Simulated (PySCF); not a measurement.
# AsBH₆N₂: NMR shifts at several levels of theory

How much do the NMR shifts of AsBH₆N₂ (`NB(N)[AsH2]`) depend on the level of theory, and what does each level cost?

Computed with PySCF 2.14.0, with density-fitted response routines of our own, on a single molecule in the gas phase. Atoms count from 0, in the outputs and in this text.

## 1. The molecule as given

10 atoms, charge 0, multiplicity 1; geometry from: PBE0-D3(BJ)/def2-SVP.

Bonds of the start (Å): N0–B1 1.41, B1–N2 1.41, B1–As3 2.08, N0–H4 1.01, N0–H5 1.01, N2–H6 1.01, N2–H7 1.01, As3–H8 1.53, As3–H9 1.53.

## 2. NMR shieldings: PBE0/6-31G*

Job settings and geometry (Å):

```
{"job": {"kind": "nmr", "xc": "PBE0", "basis": "6-31G*", "pop": true}, "charge": 0, "multiplicity": 1}
N     -0.580231     1.188910     0.230564
B     -0.177083    -0.124366    -0.083388
N     -1.091035    -1.178593    -0.289215
As     1.830769    -0.612635    -0.276539
H     -1.547122     1.475923     0.316845
H      0.081248     1.931642     0.397203
H     -2.094829    -1.081260    -0.204159
H     -0.795448    -2.106389    -0.553921
H      2.159601    -0.292672     1.179208
H      2.264171     0.776621    -0.735974
```

Method: GIAO PBE0/6-31G* NMR shielding, non-relativistic, gas phase.

Started as:

```sh
OMP_NUM_THREADS=1 python probes_run.py task.json out
```

This one command runs all jobs of the session in turn.

Log:

```text
coarse grid: 37584 points
cycle   1  E = -2373.1242753495  dE = -4.393e-01  |g| = 4.955e-01  |ddm| = 2.848e+00
cycle   2  E = -2373.1129616321  dE =  1.131e-02  |g| = 5.486e-01  |ddm| = 8.640e-01
cycle   3  E = -2373.1806037981  dE = -6.764e-02  |g| = 5.066e-02  |ddm| = 4.597e-01
cycle   4  E = -2373.1812411698  dE = -6.374e-04  |g| = 1.143e-02  |ddm| = 6.649e-02
cycle   5  E = -2373.1812728893  dE = -3.172e-05  |g| = 5.680e-03  |ddm| = 1.814e-02
cycle   6  E = -2373.1812801695  dE = -7.280e-06  |g| = 6.843e-04  |ddm| = 5.574e-03
final grid: 78504 points
cycle   7  E = -2373.1812524974  dE =  7.511e-08  |g| = 9.892e-04  |ddm| = 2.229e-03
cycle   8  E = -2373.1812522235  dE =  2.738e-07  |g| = 1.498e-03  |ddm| = 1.979e-03
cycle   9  E = -2373.1812527290  dE = -5.054e-07  |g| = 6.718e-05  |ddm| = 1.113e-03
cycle  10  E = -2373.1812527303  dE = -1.351e-09  |g| = 1.047e-05  |ddm| = 8.856e-05
cycle  11  E = -2373.1812527303  dE = -1.637e-11  |g| = 1.565e-06  |ddm| = 1.015e-05
converged SCF energy = -2373.1812527303

GIAO shielding tensors (ppm)
atom      isotropic    diamagn.    paramagn.     s11        s22        s33       span
  0 N      197.126     319.800    -122.675    148.717    204.089    238.572     89.855
  1 B       87.369     196.279    -108.910     67.977     76.300    117.828     49.851
  2 N      194.849     319.210    -124.361    139.387    208.681    236.479     97.092
  3 As    2004.659    2878.346    -873.687   1919.171   2018.396   2076.411    157.240
  4 H       29.858      30.288      -0.430     23.881     26.369     39.323     15.442
  5 H       29.848      30.768      -0.920     22.899     29.631     37.014     14.115
  6 H       30.008      29.879       0.129     24.230     26.473     39.320     15.089
  7 H       29.692      29.660       0.032     23.004     29.243     36.829     13.826
  8 H       29.702      29.648       0.055     23.496     24.551     41.061     17.565
  9 H       30.026      29.953       0.073     23.451     25.269     41.358     17.907
```

Run time: 6.3 s. Hardware: 1 thread of Arm Neoverse V1, shared host; peak memory 0.44 GiB.

Shifts follow as δ = σ(reference) − σ, with reference shieldings (ppm) from runs at the same level and on the same kind of geometry: 1H TMS 31.96, 15N NH3 259.4, 11B BF3·OEt2 112.3, 75As AsH3 2003. The references are single molecules in the gas phase, so shifts against H2O, NH3, PH3, H3PO4 or CFCl3 are not on the usual liquid scales and can be off by tens of ppm. Shifts against hydride references such as AlH4− lie on their own scale. Atoms listed in one row are averaged.

```csv
atoms,environment,σ (ppm),δ (ppm)
"H4, H5, H6, H7",hydrogen on a nitrogen bonded to B,29.85,2.11
"H8, H9",hydrogen on an arsenic bonded to B,29.86,2.10
"N0, N2","nitrogen bonded to B, 2 H",196.0,63.4
B1,"boron bonded to As, 2 N",87.4,24.9
As3,"arsenic bonded to B, 2 H",2005,-2
```

Charges from the same density, by scheme (e):

```csv
atoms,Mulliken,IAO,Hirshfeld,ESP fit
"N0, N2",-0.82,-0.58,-0.25,-1.16
B1,0.48,0.16,0.10,0.88
As3,-0.30,0.00,-0.03,-0.42
```

Mayer bond orders: N0–B1 1.21, B1–N2 1.21, B1–As3 0.96.

## 3. NMR shieldings: PBE0/def2-SVP

The job, as its differences from that of step 2:

```diff
@@ -1,2 +1,2 @@
-{"job": {"kind": "nmr", "xc": "PBE0", "basis": "6-31G*", "pop": true}, "charge": 0, "multiplicity": 1}
+{"job": {"kind": "nmr", "xc": "PBE0", "basis": "def2-SVP", "pop": true}, "charge": 0, "multiplicity": 1}
 N     -0.580231     1.188910     0.230564
```

With the program's defaults for keys left out, this is: GIAO PBE0/def2-SVP NMR shielding, non-relativistic, gas phase.

Log:

```text
coarse grid: 37584 points
cycle   1  E = -2373.0613167857  dE = -4.870e-01  |g| = 4.716e-01  |ddm| = 3.074e+00
cycle   2  E = -2373.0481332137  dE =  1.318e-02  |g| = 5.356e-01  |ddm| = 8.891e-01
cycle   3  E = -2373.1116237313  dE = -6.349e-02  |g| = 4.640e-02  |ddm| = 4.426e-01
cycle   4  E = -2373.1121753903  dE = -5.517e-04  |g| = 1.072e-02  |ddm| = 7.813e-02
cycle   5  E = -2373.1122021501  dE = -2.676e-05  |g| = 5.266e-03  |ddm| = 1.970e-02
cycle   6  E = -2373.1122085314  dE = -6.381e-06  |g| = 6.291e-04  |ddm| = 5.329e-03
final grid: 78504 points
cycle   7  E = -2373.1121800875  dE =  7.300e-08  |g| = 9.446e-04  |ddm| = 1.907e-03
cycle   8  E = -2373.1121798168  dE =  2.707e-07  |g| = 1.458e-03  |ddm| = 1.892e-03
cycle   9  E = -2373.1121802944  dE = -4.776e-07  |g| = 5.727e-05  |ddm| = 1.083e-03
cycle  10  E = -2373.1121802953  dE = -8.599e-10  |g| = 8.157e-06  |ddm| = 7.993e-05
converged SCF energy = -2373.1121802953

GIAO shielding tensors (ppm)
atom      isotropic    diamagn.    paramagn.     s11        s22        s33       span
  0 N      201.595     307.423    -105.828    148.246    210.717    245.821     97.575
  1 B       82.460     204.197    -121.737     62.250     69.624    115.507     53.257
  2 N      199.730     306.533    -106.803    139.571    215.749    243.869    104.298
  3 As    1978.107    2876.195    -898.088   1872.457   2008.688   2053.176    180.720
  4 H       29.075      30.284      -1.208     23.016     25.645     38.566     15.550
  5 H       29.077      31.353      -2.276     22.059     28.704     36.468     14.409
  6 H       29.156      29.851      -0.695     23.301     25.648     38.519     15.218
  7 H       28.853      30.159      -1.306     22.144     28.146     36.268     14.125
  8 H       29.251      29.486      -0.235     23.118     24.176     40.459     17.342
  9 H       29.600      29.815      -0.214     23.167     24.848     40.786     17.618
```

Run time: 6.8 s. Hardware: 1 thread of Arm Neoverse V1, shared host; peak memory 0.5 GiB.

Key values: δ N0 69.2, B1 28.2, As3 10, H4 2.30, H8 1.92 ppm (means over like atoms).

## 4. Shielding tensors: PBE0/def2-TZVP

The job, as its differences from that of step 3:

```diff
@@ -1,2 +1,2 @@
-{"job": {"kind": "nmr", "xc": "PBE0", "basis": "def2-SVP", "pop": true}, "charge": 0, "multiplicity": 1}
+{"job": {"kind": "nmr", "xc": "PBE0", "basis": "def2-TZVP", "pop": true}, "charge": 0, "multiplicity": 1}
 N     -0.580231     1.188910     0.230564
```

Level: GIAO PBE0/def2-TZVP NMR shielding, non-relativistic, gas phase.

Log:

```text
coarse grid: 37584 points
cycle   1  E = -2373.4823862379  dE = -4.563e-01  |g| = 5.900e-01  |ddm| = 2.357e+00
cycle   2  E = -2373.4549849651  dE =  2.740e-02  |g| = 6.801e-01  |ddm| = 8.623e-01
cycle   3  E = -2373.5423240292  dE = -8.734e-02  |g| = 7.399e-02  |ddm| = 4.933e-01
cycle   4  E = -2373.5435488930  dE = -1.225e-03  |g| = 1.206e-02  |ddm| = 6.514e-02
cycle   5  E = -2373.5435720314  dE = -2.314e-05  |g| = 4.182e-03  |ddm| = 1.012e-02
cycle   6  E = -2373.5435768760  dE = -4.845e-06  |g| = 8.304e-04  |ddm| = 4.415e-03
final grid: 78504 points
cycle   7  E = -2373.5435662331  dE =  5.710e-08  |g| = 1.112e-03  |ddm| = 2.661e-03
cycle   8  E = -2373.5435659438  dE =  2.893e-07  |g| = 1.597e-03  |ddm| = 1.820e-03
cycle   9  E = -2373.5435665369  dE = -5.930e-07  |g| = 1.209e-04  |ddm| = 9.848e-04
cycle  10  E = -2373.5435665403  dE = -3.475e-09  |g| = 1.313e-05  |ddm| = 9.027e-05
cycle  11  E = -2373.5435665404  dE = -3.547e-11  |g| = 3.572e-06  |ddm| = 1.505e-05
converged SCF energy = -2373.5435665404

GIAO shielding tensors (ppm)
atom      isotropic    diamagn.    paramagn.     s11        s22        s33       span
  0 N      190.867     317.779    -126.912    136.057    195.269    241.275    105.218
  1 B       72.895     191.304    -118.409     50.414     60.483    107.788     57.374
  2 N      189.552     316.667    -127.115    128.027    201.725    238.902    110.875
  3 As    1920.592    2880.366    -959.774   1818.756   1955.351   1987.668    168.912
  4 H       29.144      30.791      -1.647     23.431     25.737     38.265     14.834
  5 H       29.136      31.416      -2.280     22.463     29.033     35.912     13.449
  6 H       29.263      30.371      -1.108     23.682     25.932     38.176     14.494
  7 H       28.977      30.282      -1.304     22.553     28.486     35.893     13.340
  8 H       29.276      29.444      -0.167     23.218     24.288     40.322     17.103
  9 H       29.618      29.811      -0.192     23.198     24.964     40.693     17.495
```

It took 15 s on 1 thread of Arm Neoverse V1, shared host; peak memory 0.93 GiB.

In short: δ N0 75.7, B1 29.7, As3 15, H4 2.35, H8 2.03 ppm (means over like atoms).

## 5. Shielding tensors: PBE0/cc-pVDZ

The job, as its differences from that of step 4:

```diff
@@ -1,2 +1,2 @@
-{"job": {"kind": "nmr", "xc": "PBE0", "basis": "def2-TZVP", "pop": true}, "charge": 0, "multiplicity": 1}
+{"job": {"kind": "nmr", "xc": "PBE0", "basis": "cc-pVDZ", "pop": true}, "charge": 0, "multiplicity": 1}
 N     -0.580231     1.188910     0.230564
```

Level: GIAO PBE0/cc-pVDZ NMR shielding, non-relativistic, gas phase.

Log:

```text
coarse grid: 37584 points
cycle   1  E = -2373.4105278539  dE = -4.120e-01  |g| = 4.696e-01  |ddm| = 5.718e+00
cycle   2  E = -2373.3950106021  dE =  1.552e-02  |g| = 5.497e-01  |ddm| = 1.679e+00
cycle   3  E = -2373.4630059057  dE = -6.800e-02  |g| = 3.856e-02  |ddm| = 8.436e-01
cycle   4  E = -2373.4634129491  dE = -4.070e-04  |g| = 1.391e-02  |ddm| = 1.183e-01
cycle   5  E = -2373.4634614442  dE = -4.850e-05  |g| = 3.151e-03  |ddm| = 3.699e-02
cycle   6  E = -2373.4634643322  dE = -2.888e-06  |g| = 1.328e-03  |ddm| = 7.494e-03
final grid: 78504 points
cycle   7  E = -2373.4634426387  dE =  3.553e-07  |g| = 1.852e-03  |ddm| = 5.136e-03
cycle   8  E = -2373.4634416835  dE =  9.552e-07  |g| = 2.768e-03  |ddm| = 6.366e-03
cycle   9  E = -2373.4634434476  dE = -1.764e-06  |g| = 1.552e-04  |ddm| = 3.695e-03
cycle  10  E = -2373.4634434544  dE = -6.775e-09  |g| = 1.582e-05  |ddm| = 3.113e-04
cycle  11  E = -2373.4634434545  dE = -5.730e-11  |g| = 2.068e-06  |ddm| = 3.911e-05
converged SCF energy = -2373.4634434545

GIAO shielding tensors (ppm)
atom      isotropic    diamagn.    paramagn.     s11        s22        s33       span
  0 N      203.189     305.816    -102.628    150.089    210.998    248.479     98.390
  1 B       85.634     205.171    -119.537     65.571     72.580    118.751     53.180
  2 N      201.629     304.876    -103.247    142.304    216.716    245.868    103.564
  3 As    2000.820    2875.633    -874.813   1901.416   2035.601   2065.444    164.028
  4 H       29.050      30.501      -1.451     23.055     25.624     38.472     15.417
  5 H       29.147      31.352      -2.205     22.240     28.938     36.262     14.022
  6 H       29.161      30.031      -0.870     23.332     25.742     38.409     15.077
  7 H       28.918      30.117      -1.199     22.264     28.375     36.115     13.851
  8 H       29.296      29.733      -0.437     23.142     24.200     40.547     17.405
  9 H       29.638      30.031      -0.393     23.195     24.854     40.864     17.669
```

Wall time 7.6 s (1 thread of Arm Neoverse V1, shared host); peak memory 0.54 GiB.

Key values: δ N0 70.7, B1 28.2, As3 19, H4 2.22, H8 1.82 ppm (means over like atoms).

## 6. NMR shieldings: PBE0/cc-pVTZ

The job, as its differences from that of step 5:

```diff
@@ -1,2 +1,2 @@
-{"job": {"kind": "nmr", "xc": "PBE0", "basis": "cc-pVDZ", "pop": true}, "charge": 0, "multiplicity": 1}
+{"job": {"kind": "nmr", "xc": "PBE0", "basis": "cc-pVTZ", "pop": true}, "charge": 0, "multiplicity": 1}
 N     -0.580231     1.188910     0.230564
```

Level: GIAO PBE0/cc-pVTZ NMR shielding, non-relativistic, gas phase.

Log:

```text
coarse grid: 37584 points
cycle   1  E = -2373.5250390145  dE = -4.487e-01  |g| = 5.230e-01  |ddm| = 6.040e+00
cycle   2  E = -2373.5011102080  dE =  2.393e-02  |g| = 6.208e-01  |ddm| = 1.601e+00
cycle   3  E = -2373.5817971950  dE = -8.069e-02  |g| = 5.690e-02  |ddm| = 8.845e-01
cycle   4  E = -2373.5825304035  dE = -7.332e-04  |g| = 1.033e-02  |ddm| = 1.099e-01
cycle   5  E = -2373.5825519082  dE = -2.150e-05  |g| = 5.478e-03  |ddm| = 2.284e-02
cycle   6  E = -2373.5825592534  dE = -7.345e-06  |g| = 6.882e-04  |ddm| = 8.890e-03
final grid: 78504 points
cycle   7  E = -2373.5825155734  dE =  1.536e-08  |g| = 9.371e-04  |ddm| = 4.190e-03
cycle   8  E = -2373.5825153411  dE =  2.324e-07  |g| = 1.406e-03  |ddm| = 2.976e-03
cycle   9  E = -2373.5825157835  dE = -4.425e-07  |g| = 8.598e-05  |ddm| = 1.762e-03
cycle  10  E = -2373.5825157856  dE = -2.038e-09  |g| = 1.460e-05  |ddm| = 1.386e-04
cycle  11  E = -2373.5825157856  dE = -5.093e-11  |g| = 2.149e-06  |ddm| = 2.800e-05
converged SCF energy = -2373.5825157856

GIAO shielding tensors (ppm)
atom      isotropic    diamagn.    paramagn.     s11        s22        s33       span
  0 N      190.850     305.104    -114.254    136.410    195.287    240.853    104.443
  1 B       74.547     197.356    -122.809     51.306     63.351    108.983     57.677
  2 N      189.500     303.860    -114.360    128.598    201.369    238.534    109.936
  3 As    1944.940    2875.433    -930.493   1846.030   1977.835   2010.957    164.927
  4 H       28.770      30.864      -2.095     22.972     25.130     38.206     15.234
  5 H       28.777      31.248      -2.470     21.996     28.460     35.876     13.880
  6 H       28.889      30.424      -1.535     23.224     25.325     38.117     14.893
  7 H       28.586      30.208      -1.621     22.048     27.904     35.807     13.759
  8 H       29.158      29.225      -0.068     23.095     24.167     40.211     17.115
  9 H       29.496      29.574      -0.079     23.067     24.830     40.590     17.523
```

Run time: 21 s. Hardware: 1 thread of Arm Neoverse V1, shared host; peak memory 0.94 GiB.

This run: δ N0 76.6, B1 28.2, As3 22, H4 2.54, H8 1.96 ppm (means over like atoms).

## 7. NMR shieldings: PBE0/aug-cc-pVDZ

The job, as its differences from that of step 6:

```diff
@@ -1,2 +1,2 @@
-{"job": {"kind": "nmr", "xc": "PBE0", "basis": "cc-pVTZ", "pop": true}, "charge": 0, "multiplicity": 1}
+{"job": {"kind": "nmr", "xc": "PBE0", "basis": "aug-cc-pVDZ", "pop": true}, "charge": 0, "multiplicity": 1}
 N     -0.580231     1.188910     0.230564
```

Method: GIAO PBE0/aug-cc-pVDZ NMR shielding, non-relativistic, gas phase.

Log:

```text
coarse grid: 37584 points
cycle   1  E = -2373.4302792195  dE = -4.233e-01  |g| = 4.640e-01  |ddm| = 6.192e+00
cycle   2  E = -2373.4016268875  dE =  2.865e-02  |g| = 5.914e-01  |ddm| = 1.633e+00
cycle   3  E = -2373.4825655238  dE = -8.094e-02  |g| = 3.843e-02  |ddm| = 8.413e-01
cycle   4  E = -2373.4830026562  dE = -4.371e-04  |g| = 1.431e-02  |ddm| = 1.173e-01
cycle   5  E = -2373.4830590078  dE = -5.635e-05  |g| = 2.871e-03  |ddm| = 4.149e-02
cycle   6  E = -2373.4830611493  dE = -2.142e-06  |g| = 1.164e-03  |ddm| = 7.520e-03
final grid: 78504 points
cycle   7  E = -2373.4830324877  dE =  1.946e-07  |g| = 1.600e-03  |ddm| = 8.703e-03
cycle   8  E = -2373.4830318141  dE =  6.736e-07  |g| = 2.356e-03  |ddm| = 5.480e-03
cycle   9  E = -2373.4830331132  dE = -1.299e-06  |g| = 1.527e-04  |ddm| = 3.190e-03
cycle  10  E = -2373.4830331202  dE = -7.049e-09  |g| = 1.798e-05  |ddm| = 2.719e-04
cycle  11  E = -2373.4830331203  dE = -1.050e-10  |g| = 2.682e-06  |ddm| = 4.159e-05
converged SCF energy = -2373.4830331203

GIAO shielding tensors (ppm)
atom      isotropic    diamagn.    paramagn.     s11        s22        s33       span
  0 N      200.362     273.059     -72.697    145.841    208.688    246.558    100.717
  1 B       79.573     186.926    -107.353     58.342     67.480    112.899     54.556
  2 N      199.528     272.145     -72.617    139.647    214.900    244.036    104.389
  3 As    2001.689    2877.950    -876.261   1906.009   2040.406   2058.651    152.642
  4 H       28.790      33.554      -4.764     23.139     25.142     38.089     14.950
  5 H       28.864      34.239      -5.375     22.230     28.678     35.684     13.454
  6 H       28.924      31.837      -2.913     23.461     25.333     37.977     14.516
  7 H       28.704      32.721      -4.017     22.301     28.171     35.641     13.340
  8 H       29.223      27.255       1.968     23.107     24.255     40.305     17.198
  9 H       29.563      28.725       0.838     23.062     24.928     40.700     17.638
```

Run time: 13 s. Hardware: 1 thread of Arm Neoverse V1, shared host; peak memory 0.8 GiB.

This run: δ N0 69.9, B1 30.6, As3 11, H4 2.57, H8 2.00 ppm (means over like atoms).

## 8. Nuclear shieldings: PBE0/pcSseg-0

The job, as its differences from that of step 7:

```diff
@@ -1,2 +1,2 @@
-{"job": {"kind": "nmr", "xc": "PBE0", "basis": "aug-cc-pVDZ", "pop": true}, "charge": 0, "multiplicity": 1}
+{"job": {"kind": "nmr", "xc": "PBE0", "basis": "pcSseg-0", "pop": true}, "charge": 0, "multiplicity": 1}
 N     -0.580231     1.188910     0.230564
```

Method: GIAO PBE0/pcSseg-0 NMR shielding, non-relativistic, gas phase.

Log:

```text
coarse grid: 37584 points
cycle   1  E = -2370.5885206744  dE = -1.031e+00  |g| = 3.856e-01  |ddm| = 2.960e+00
cycle   2  E = -2370.5876233948  dE =  8.973e-04  |g| = 4.032e-01  |ddm| = 8.008e-01
cycle   3  E = -2370.6220894201  dE = -3.447e-02  |g| = 4.305e-02  |ddm| = 3.627e-01
cycle   4  E = -2370.6224739258  dE = -3.845e-04  |g| = 1.573e-02  |ddm| = 7.689e-02
cycle   5  E = -2370.6225456888  dE = -7.176e-05  |g| = 2.476e-03  |ddm| = 2.566e-02
cycle   6  E = -2370.6225464379  dE = -7.491e-07  |g| = 1.731e-03  |ddm| = 4.315e-03
final grid: 78504 points
cycle   7  E = -2370.6225197282  dE =  7.760e-07  |g| = 2.585e-03  |ddm| = 4.116e-03
cycle   8  E = -2370.6225177679  dE =  1.960e-06  |g| = 3.987e-03  |ddm| = 5.602e-03
cycle   9  E = -2370.6225211883  dE = -3.420e-06  |g| = 9.561e-05  |ddm| = 3.243e-03
cycle  10  E = -2370.6225211911  dE = -2.812e-09  |g| = 1.133e-05  |ddm| = 2.008e-04
cycle  11  E = -2370.6225211911  dE = -1.955e-11  |g| = 1.973e-06  |ddm| = 9.184e-06
converged SCF energy = -2370.6225211911

GIAO shielding tensors (ppm)
atom      isotropic    diamagn.    paramagn.     s11        s22        s33       span
  0 N      191.480     324.131    -132.651    134.498    197.801    242.142    107.644
  1 B       78.700     190.078    -111.378     53.696     66.003    116.401     62.705
  2 N      189.871     323.305    -133.434    126.226    203.780    239.607    113.382
  3 As    2011.206    2867.926    -856.720   1915.282   2022.416   2095.921    180.639
  4 H       30.636      31.336      -0.699     24.621     26.773     40.515     15.894
  5 H       30.707      31.886      -1.179     23.974     29.723     38.423     14.450
  6 H       30.711      30.980      -0.268     24.939     26.701     40.494     15.555
  7 H       30.483      30.917      -0.434     23.750     29.301     38.397     14.646
  8 H       30.414      29.140       1.275     24.187     25.414     41.642     17.455
  9 H       30.634      29.489       1.145     24.177     25.823     41.903     17.726
```

Wall time 4.2 s (1 thread of Arm Neoverse V1, shared host); peak memory 0.44 GiB.

This run: δ N0 75.3, B1 26.2, As3 -23, H8 2.31, H4 2.20 ppm (means over like atoms).

## 9. Run by run: NMR shifts

Shifts (ppm), means over like atoms, with basis size and wall time:

```csv
run,H4,H8,N0,B1,As3,functions,time
PBE0/6-31G*,2.11,2.10,63.4,24.9,-2,86,6.3 s
PBE0/def2-SVP,2.30,1.92,69.2,28.2,10,104,6.8 s
PBE0/def2-TZVP,2.35,2.03,75.7,29.7,15,177,15 s
PBE0/cc-pVDZ,2.22,1.82,70.7,28.2,19,99,7.6 s
PBE0/cc-pVTZ,2.54,1.96,76.6,28.2,22,217,21 s
PBE0/aug-cc-pVDZ,2.57,2.00,69.9,30.6,11,159,13 s
PBE0/pcSseg-0,2.20,2.31,75.3,26.2,-23,64,4.2 s
```

## 10. Outcome

```
                                                             quantity           value
 1H shifts against TMS (PBE0/6-31G*, means over atoms taken as alike)  2.11, 2.10 ppm
15N shifts against NH3 (PBE0/6-31G*, means over atoms taken as alike)        63.4 ppm
                            11B shifts against BF3·OEt2 (PBE0/6-31G*)        24.9 ppm
                               75As shifts against AsH3 (PBE0/6-31G*)          -2 ppm
                                            range of the shift of As3   -23 to 22 ppm
```

In words: Single values in the summary come from the first run of each kind that ended normally (PBE0/6-31G*), which need not be the best level. At PBE0/6-31G*: The largest span, 157 ppm, is at As3, where the paramagnetic term is -874 ppm. Across the 7 runs the shift of As3 moves most, between -23 (PBE0/pcSseg-0) and 22 ppm (PBE0/cc-pVTZ). Spin-orbit coupling is left out, which matters for shieldings and couplings at and beside the heavy atoms.
